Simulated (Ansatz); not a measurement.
# BGaH₄O (SMILES [BH2][GaH][OH]): one structure at several levels

A test off equilibrium: a structure displaced at random from a GFN2-xTB minimum is computed at several levels, and each is set against CCSD(T).

Method: single points in def2-TZVPP; program: Ansatz 0.2.0, Gaussian basis.

Correlated methods freeze the cores. Filled d shells of the heavier atoms are correlated.

## (1) The system as given

SMILES `[BH2][GaH][OH]`, 7 atoms, charge 0, spin multiplicity 1.

Atoms are counted from 1 here; the program's logs count them from 0.

Bond lengths: B1–Ga2 2.093 Å, B1–H4 1.226 Å, B1–H5 1.317 Å, Ga2–O3 1.575 Å, Ga2–H6 1.710 Å, O3–H7 0.941 Å. Angles: Ga2–B1–H4 121.2°, Ga2–B1–H5 116.4°, H4–B1–H5 120.7°, B1–Ga2–O3 111.0°, B1–Ga2–H6 131.4°, O3–Ga2–H6 117.7°, Ga2–O3–H7 160.6°.

Geometry (Å):

```mol
BGaH4O
  3D, bonds by distance, orders not assigned

  7  6  0  0  0  0  0  0  0  0999 V2000
   -1.5107   -0.0277    0.1600 B   0  0
    0.5598   -0.0229    0.4678 Ga  0  0
    1.3332   -0.1025   -0.9016 O   0  0
   -2.1297   -1.0774    0.0259 H   0  0
   -2.0550    1.1231   -0.1785 H   0  0
    1.4887    0.0126    1.9035 H   0  0
    2.0383   -0.1900   -1.5188 H   0  0
  1  2  8  0
  1  4  8  0
  1  5  8  0
  2  3  8  0
  2  6  8  0
  3  7  8  0
M  END
```

## (2) CCSD(T)/def2-TZVPP

Contents of run/in.yaml:

```yaml
crystal:
  periodic: [false, false, false]
  atoms:
    - {symbol: B, position_ang: [-1.510700, -0.027700, 0.160000]}
    - {symbol: Ga, position_ang: [0.559800, -0.022900, 0.467800]}
    - {symbol: O, position_ang: [1.333200, -0.102500, -0.901600]}
    - {symbol: H, position_ang: [-2.129700, -1.077400, 0.025900]}
    - {symbol: H, position_ang: [-2.055000, 1.123100, -0.178500]}
    - {symbol: H, position_ang: [1.488700, 0.012600, 1.903500]}
    - {symbol: H, position_ang: [2.038300, -0.190000, -1.518800]}
basis:
  gaussian: {orbitals: def2-TZVPP}
correlation: {method: ccsd_t}
output: {forces: true}
```

The command line of these runs was not kept.

## (3) PBE0-D4/def2-TZVPP

Edit run/in.yaml of step 2 so:

```diff
@@ -12,3 +12,3 @@
   gaussian: {orbitals: def2-TZVPP}
-correlation: {method: ccsd_t}
-output: {forces: true}
+hamiltonian: {xc: pbe0, dispersion: d4}
+output: {forces: true, orbitals: {seedname: orbitals}}
```

## (4) wB97M-V/def2-TZVPP

Edit run/in.yaml of step 3 so:

```diff
@@ -12,3 +12,3 @@
   gaussian: {orbitals: def2-TZVPP}
-hamiltonian: {xc: pbe0, dispersion: d4}
-output: {forces: true, orbitals: {seedname: orbitals}}
+hamiltonian: {xc: {name: wB97M-V}}
+output: {forces: true}
```

## (5) r2SCAN-D4/def2-TZVPP

Edit run/in.yaml of step 4 so:

```diff
@@ -12,3 +12,3 @@
   gaussian: {orbitals: def2-TZVPP}
-hamiltonian: {xc: {name: wB97M-V}}
+hamiltonian: {xc: r2scan, dispersion: d4}
 output: {forces: true}
```

## (6) PBE-D4/def2-TZVPP

Edit run/in.yaml of step 5 so:

```diff
@@ -12,3 +12,3 @@
   gaussian: {orbitals: def2-TZVPP}
-hamiltonian: {xc: r2scan, dispersion: d4}
+hamiltonian: {xc: pbe, dispersion: d4}
 output: {forces: true}
```

## (7) SPW92/def2-TZVPP

Edit run/in.yaml of step 6 so:

```diff
@@ -12,3 +12,3 @@
   gaussian: {orbitals: def2-TZVPP}
-hamiltonian: {xc: pbe, dispersion: d4}
+hamiltonian: {xc: lda}
 output: {forces: true}
```

## (8) HSE06-D4/def2-TZVPP

Edit run/in.yaml of step 7 so:

```diff
@@ -12,3 +12,3 @@
   gaussian: {orbitals: def2-TZVPP}
-hamiltonian: {xc: lda}
+hamiltonian: {xc: hse06, dispersion: d4}
 output: {forces: true}
```

(Steps that only read results are left out.)

**Question.** What will these runs give? Wanted: energy less free atoms, CCSD(T)/def2-TZVPP; RMS force component; RMS force error; HOMO and LUMO, PBE0-D4; T1 diagnostic.

**Answer**, as computed:

| quantity | value |
| --- | --- |
| energy less free atoms, CCSD(T)/def2-TZVPP | -1924.5 kJ/mol |
| RMS force component | 2.391 to 2.740 eV/Å over the methods |
| RMS force error | PBE0-D4 0.071, wB97M-V 0.055, r2SCAN-D4 0.110, PBE-D4 0.186, SPW92 0.443, HSE06-D4 0.072 eV/Å |
| HOMO and LUMO, PBE0-D4 | -6.94 and -2.23 eV |
| T1 diagnostic | 0.013 |

What this shows: Against CCSD(T) the functionals' energies less atoms differ by -335.3 to -20.2 kJ/mol, PBE-D4 by -44.6 kJ/mol. CCSD(T) in triple zeta still lacks some correlation energy of the bonds, so part of these gaps is its own basis error and they don't rank the functionals. On forces the order runs from wB97M-V to SPW92. Frozen-core CCSD(T) forces in triple zeta carry basis errors of their own, and this is one geometry, so small gaps rank nothing.
